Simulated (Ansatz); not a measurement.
# BFGeH₄Si: a ladder of functionals and wavefunction methods

An exercise on one series of results from a longer session: the logs are not shown, and one member is left open.

Program: Ansatz 0.2.0, Gaussian basis. Level of theory: functionals in def2-TZVPP, the program's frozen cores in correlated methods. These are calculated values, not measurements.

Levels to be run: LDA (SPW92), PBE-D4, revPBE-D4, BLYP-D4, r2SCAN-D4, B97M-V, PBE0-D4, B3LYP-D4, r2SCANh-D4, r2SCAN0-D4, HSE06-D4, BHLYP-D4, CAM-B3LYP-D4, LC-ωPBE, ωB97X-V, ωB97M-V, B2PLYP, PBE-QIDH; CCSD(T)/def2-SVP; CCSD(T)/def2-TZVPP; MP2/def2-QZVPP; extrapolation to the limit; RPA on PBE.

**The geometry**

All runs share one geometry, relaxed beforehand with PBE0-D4 in a triple-zeta def2 set.

8 atoms, charge 0, spin multiplicity 1.

Atoms are counted from 1 here; the program's logs count them from 0.

Bond lengths: F1–B2 1.316 Å, B2–Si3 1.948 Å, B2–Ge4 2.039 Å, Si3–Ge4 2.496 Å, Si3–H5 1.484 Å, Si3–H6 1.488 Å, Ge4–H7 1.531 Å, Ge4–H8 1.537 Å. Angles: F1–B2–Si3 137.7°, F1–B2–Ge4 129.7°, Si3–B2–Ge4 77.5°, B2–Si3–Ge4 52.9°, B2–Si3–H5 112.7°, B2–Si3–H6 131.1°, Ge4–Si3–H5 93.7°, Ge4–Si3–H6 139.2°, H5–Si3–H6 112.5°, B2–Ge4–Si3 49.6°, B2–Ge4–H7 126.2°, B2–Ge4–H8 121.1°, Si3–Ge4–H7 102.4°, Si3–Ge4–H8 131.5°, H7–Ge4–H8 111.3°.

The first run:

Contents of in.yaml:

```yaml
crystal:
  periodic: [false, false, false]
  atoms:
    - {symbol: F, position_ang: [1.598250, -0.728277, 1.810481]}
    - {symbol: B, position_ang: [1.046698, -0.273176, 0.705983]}
    - {symbol: Si, position_ang: [-0.008595, 1.267041, 0.150218]}
    - {symbol: Ge, position_ang: [-0.377117, -1.119644, -0.482480]}
    - {symbol: H, position_ang: [0.284871, 1.691426, -1.241102]}
    - {symbol: H, position_ang: [-0.671543, 2.337023, 0.944440]}
    - {symbol: H, position_ang: [-0.438598, -1.049423, -2.010491]}
    - {symbol: H, position_ang: [-1.341764, -2.182170, 0.067152]}
basis:
  gaussian: {orbitals: def2-TZVPP}
hamiltonian: {xc: lda}
output: {orbitals: {seedname: orbitals}}
```

On the command line:

```bash
ansatz run in.yaml --threads 2 --pin off --events-out ev --progress --plain --max-ram 4352MiB
```

Steps of the session up to this table: LDA; PBE-D4 (GGA); revPBE-D4 (GGA); BLYP-D4 (GGA); r2SCAN-D4 (meta-GGA); B97M-V (meta-GGA); PBE0-D4 (hybrid); B3LYP-D4 (hybrid); r2SCANh-D4 (hybrid); r2SCAN0-D4 (hybrid); HSE06-D4 (hybrid); BHLYP-D4 (hybrid); CAM-B3LYP-D4 (range-separated); LC-ωPBE (range-separated); ωB97X-V (range-separated); ωB97M-V (range-separated); B2PLYP (double hybrid); PBE-QIDH (double hybrid).

One table of the session follows, with a row left open; its other results are not shown here.

It belongs to the step «Orbital energies across the functionals». 

| functional | HOMO (eV) | LUMO (eV) | gap (eV) |
| --- | --- | --- | --- |
| LDA (SPW92) | -5.98 | -3.04 | 2.94 |
| PBE-D4 | -5.84 | -2.85 | 3.00 |
| revPBE-D4 | -5.79 | -2.77 | 3.02 |
| BLYP-D4 | -5.69 | -2.66 | 3.04 |
| r2SCAN-D4 | -6.05 | -2.70 | 3.35 |
| B97M-V | -6.09 | -2.71 | 3.38 |
| PBE0-D4 | -6.79 | -2.00 | 4.80 |
| B3LYP-D4 | -6.60 | -2.14 | 4.46 |
| r2SCANh-D4 | -6.41 | -2.39 | 4.02 |
| r2SCAN0-D4 | -6.93 | -1.92 | 5.00 |
| HSE06-D4 | -6.41 | -2.37 | 4.03 |
| BHLYP-D4 | -7.53 | -0.96 | 6.57 |
| CAM-B3LYP-D4 | -7.91 | -0.83 | 7.08 |
| LC-ωPBE | -9.10 | 0.22 | 9.32 |
| ωB97X-V | ? | ? | ? |
| ωB97M-V | -8.68 | 0.00 | 8.67 |

**Question.** Estimate the row for ωB97X-V.

As computed: HOMO (eV): -8.83; LUMO (eV): 0.16; gap (eV): 8.99. In the column «HOMO (eV)» it lies between LC-ωPBE (-9.10) and ωB97M-V (-8.68).
